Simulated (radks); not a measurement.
# C⁺ in [He] 2s2 2p1: an all-electron calculation

An exercise on one series of results from a longer session: the logs are not shown, and one member is left open.

Program: radks (a radial shooting solver on a logarithmic mesh, Libxc functionals) version 1. Level of theory: Dirac Kohn-Sham, PBEsol, spin-unpolarised, spherical densities, point nucleus; open shells fill j = l - 1/2 first. These are calculated values, not measurements, unless marked.

## What is computed

```
element       : carbon (Z = 6)
charge        : +1
electrons     : 5
configuration : [He] 2s2 2p1
```

The first run:

The run's settings:

```text
Z 6
configuration [He] 2s2 2p1
relativity Dirac
functional pbe_sol,pbe_sol
spin unpolarised
j_filling energy
nucleus point
c 137.035999084
```

Steps of the session up to this table: Self-consistent calculation.

One table of the session follows, with a row left open; its other results are not shown here.

It belongs to the step «Orbitals and density». Sizes of the orbitals, from the radial functions (bohr):

| level | <r> | outermost maximum (interpolated) | 90 % within |
| --- | --- | --- | --- |
| 1s1/2 | 0.2712 | 0.174 | 0.487 |
| 2s1/2 | 1.466 | 1.18 | 2.30 |
| 2p1/2 | ? | ? | ? |
| 2p3/2 | 1.507 | 1.11 | 2.52 |

Estimate the missing values for 2p1/2.

The run gave: <r>: 1.506; outermost maximum (interpolated): 1.11; 90 % within: 2.51. In the column «<r>» it lies between 2s1/2 (1.466) and 2p3/2 (1.507).

Limits of these values: Spin polarisation and multiplet splitting are left out.
